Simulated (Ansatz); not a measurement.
**GeH₃ (doublet): wB97M-V, B2PLYP, RPA-PBE over a scan of the scale of all distances, 6-31G**

Aim: run GeH₃ (doublet) with these functionals over a scan of the scale of all distances, and hold them against the top wave-function level at the same points.

The runs use Ansatz 0.2.0, Gaussian basis; 6-31G, all electrons in the functionals, frozen cores in the correlation of double hybrids and RPA.

The runs, in order: wB97M-V, B2PLYP, RPA-PBE, at 0.882; 1.000; 1.111; 1.309; 1.516; 1.772; 1.994; 2.422.

20 further runs of the same task are left out: 2 for a known fault of the program, 12 that didn't finish, 6 set aside as unsound or not needed.

## (1) The system

The geometry derives from a PBE0/def2-TZVP stationary point (not a proven minimum). All distances are scaled together. No spin-orbit coupling is included. The filled d shell of Ge may be among the frozen orbitals whatever the setting's name suggests; the logs give the count.

4 atoms, charge 0, spin multiplicity 2.

Atoms are counted from 1 here; the program's logs count them from 0.

Bond lengths: Ge1–H2 1.539 Å, Ge1–H3 1.539 Å, Ge1–H4 1.539 Å. Angles: H2–Ge1–H3 111.2°, H2–Ge1–H4 111.2°, H3–Ge1–H4 111.2°.

No dispersion term is added; wB97M-V holds VV10 nonlocal correlation.

The geometry shown and the zero of energy belong to the point 1.000. The yardstick, FCI, and other wave-function levels (R restricted, U unrestricted, valence and pair active spaces) come from earlier runs.

## (2) wB97M-V, 0.882

File in.yaml:

```yaml
crystal:
  periodic: [false, false, false]
  atoms:
    - {symbol: Ge, position_ang: [0.000030, -0.000002, -0.016520]}
    - {symbol: H, position_ang: [1.292135, 0.014896, 0.399169]}
    - {symbol: H, position_ang: [-0.659987, 1.112284, 0.395492]}
    - {symbol: H, position_ang: [-0.634291, -1.127001, 0.395874]}
basis:
  gaussian: {orbitals: 6-31G}
magnetization: {spin_polarized: true, initial_magnetization: 1}
hamiltonian: {xc: {name: wB97M-V}}
output: {forces: true, orbitals: {seedname: orbitals}}
```

Run with:

```console
$ ansatz run in.yaml --threads 1 --pin off --events-out ev --progress --plain --max-ram 2393MiB
```

After this run come: wB97M-V, 1.000; wB97M-V, 1.111; wB97M-V, 1.309; wB97M-V, 1.516; wB97M-V, 1.772; wB97M-V, 1.994; wB97M-V, 2.422; B2PLYP, 0.882; B2PLYP, 1.000; B2PLYP, 1.111; B2PLYP, 1.309; B2PLYP, 1.516; B2PLYP, 1.772; B2PLYP, 1.994; B2PLYP, 2.422; RPA-PBE, 0.882; RPA-PBE, 1.000; RPA-PBE, 1.111; RPA-PBE, 1.309; RPA-PBE, 1.516; RPA-PBE, 1.772; RPA-PBE, 1.994; RPA-PBE, 2.422.

**Question.** What will the summary of the whole plan be? Wanted: span of the FCI curve; largest miss, wB97M-V; largest miss, B2PLYP; largest miss, RPA-PBE.

**Answer**, as computed:

| quantity | value |
| --- | --- |
| span of the FCI curve | 700.0 kJ/mol |
| largest miss, wB97M-V | +134.5 kJ/mol (1.772) |
| largest miss, B2PLYP | +83.4 kJ/mol (1.772) |
| largest miss, RPA-PBE | +19.6 kJ/mol (1.994) |

Of the functionals, RPA-PBE keep the smallest largest miss at the points compared (at most 19.6 kJ/mol) and wB97M-V strays most (134.5 kJ/mol, at 1.772). wB97M-V, B2PLYP, RPA-PBE clearly break the spin symmetry at some points (⟨S²⟩ up to 1.89 above the pure value), so energy there is bought with a mixed spin. Functionals and the yardstick converge differently with the basis, so part of each miss in 6-31G is the basis.
